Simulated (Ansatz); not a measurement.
# C5H6O2S: the cost of one run

Method: the levels named in each step, in Ansatz 0.2.0.

**1. The starting structure**

Bond lengths: C1–C2 1.480 Å, C2–O3 1.379 Å, O3–C4 1.342 Å, C4–S5 1.617 Å, C4–O6 1.341 Å, C2–C7 1.344 Å, O6–C7 1.379 Å, C7–C8 1.480 Å, C1–H9 1.089 Å, C1–H10 1.085 Å, C1–H11 1.091 Å, C8–H12 1.086 Å, C8–H13 1.089 Å, C8–H14 1.085 Å. Angles (14 of 23 angles, heavy atoms first): C1–C2–O3 118.4°, C1–C2–C7 133.7°, O3–C2–C7 108.0°, C2–O3–C4 107.1°, O3–C4–S5 125.1°, O3–C4–O6 109.8°, S5–C4–O6 125.1°, C4–O6–C7 107.2°, C2–C7–O6 108.0°, C2–C7–C8 133.7°, O6–C7–C8 118.4°, C2–C1–H9 110.0°, C2–C1–H10 110.1°, C2–C1–H11 109.8°.

As a file:

```xyz
14

C    -2.0954   -1.8586   -0.1806
C    -1.1089   -0.7585   -0.0908
O     0.2296   -1.0828   -0.0204
C     0.9124    0.0700    0.0563
S     2.5217    0.1926    0.1592
O     0.0590    1.1048    0.0385
C    -1.2134    0.5813   -0.0551
C    -2.3582    1.5188   -0.0992
H    -2.0083   -2.5089    0.6881
H    -3.1010   -1.4540   -0.2240
H    -1.8974   -2.4618   -1.0681
H    -2.3733    2.1283    0.7996
H    -2.2630    2.1830   -0.9565
H    -3.2886    0.9665   -0.1774
```

**2. A rough first relaxation, PBE-D4/def2-SVP**

input.yaml

```yaml
crystal:
  periodic: [false, false, false]
  atoms:
    - { symbol: C, position_ang: [-2.09537, -1.85865, -0.18059] }
    - { symbol: C, position_ang: [-1.10893, -0.75854, -0.09083] }
    - { symbol: O, position_ang: [0.22959, -1.08279, -0.0204] }
    - { symbol: C, position_ang: [0.91241, 0.07, 0.05634] }
    - { symbol: S, position_ang: [2.52166, 0.19257, 0.15917] }
    - { symbol: O, position_ang: [0.05897, 1.10481, 0.03853] }
    - { symbol: C, position_ang: [-1.21341, 0.58134, -0.05507] }
    - { symbol: C, position_ang: [-2.35819, 1.51884, -0.0992] }
    - { symbol: H, position_ang: [-2.00832, -2.50894, 0.68813] }
    - { symbol: H, position_ang: [-3.10101, -1.45403, -0.22404] }
    - { symbol: H, position_ang: [-1.89742, -2.46181, -1.06815] }
    - { symbol: H, position_ang: [-2.37331, 2.1283, 0.79962] }
    - { symbol: H, position_ang: [-2.263, 2.18303, -0.95647] }
    - { symbol: H, position_ang: [-3.28863, 0.96649, -0.17739] }
basis:
  gaussian: { orbitals: def2-SVP }
hamiltonian:
  xc: pbe
  dispersion: d4
relax:
  f_tol: 0.03
  max_steps: 200
```

Command:

```console
$ ansatz run input.yaml --threads 8 --pin off --max-ram 22528MiB --backend cpu --events-out ev --progress --plain --runs-dir out
```

**Question.** How long does this run take on 8 threads of Intel Xeon at 2.50GHz (Skylake/Cascade Lake), shared host, and how much memory does it need?

About 16 s, with a peak of 0.24 GiB.
